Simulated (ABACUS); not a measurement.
Ti in ABACUS: the effect of functional

Slab: Ti, a slab with vacuum.

```xyz
5
Lattice="2.9500 0.0000 0.0000 -1.4750 2.5548 0.0000 0.0000 0.0000 24.3720" Properties=species:S:1:pos:R:3 pbc="T T T"
Ti    0.0000    1.7032    7.5000
Ti    1.4750    0.8516    9.8430
Ti    0.0000    1.7032   12.1860
Ti    1.4750    0.8516   14.5290
Ti    0.0000    1.7032   16.8720
```

The slab is cut from a database's or a generator's crystal, which needn't be the stable form of the element.

Alike in all runs:

| Quantity | Value |
| --- | --- |
| Program | ABACUS 3.10.1 |
| Task | single point |
| Potentials or basis | SG15 ONCV 1.2 PBE |
| Cutoff | 1361 eV |
| Density cutoff | 5442 eV |
| Basis | DZP LCAO (the cutoffs set its grid) |
| k mesh | 10 × 10 × 1 |
| Occupations | fermi-dirac, width 0.05 eV |
| Spin | no spin polarisation |

```csv
functional,largest force (eV/Å)
LDA,1.01
PBEsol,?
PW91,0.65
AM05,0.79
```

**Question.** What does the run with functional PBEsol give?

**Answer.** Largest force 0.81 eV/Å.

Caveats: the atomic orbitals were generated for these runs and aren't a published set; the potentials were made for another functional, which shifts forces and pressure; confined orbitals describe the vacuum poorly, which shifts work functions (some runs).

Runs at the PBE level aren't shown here.
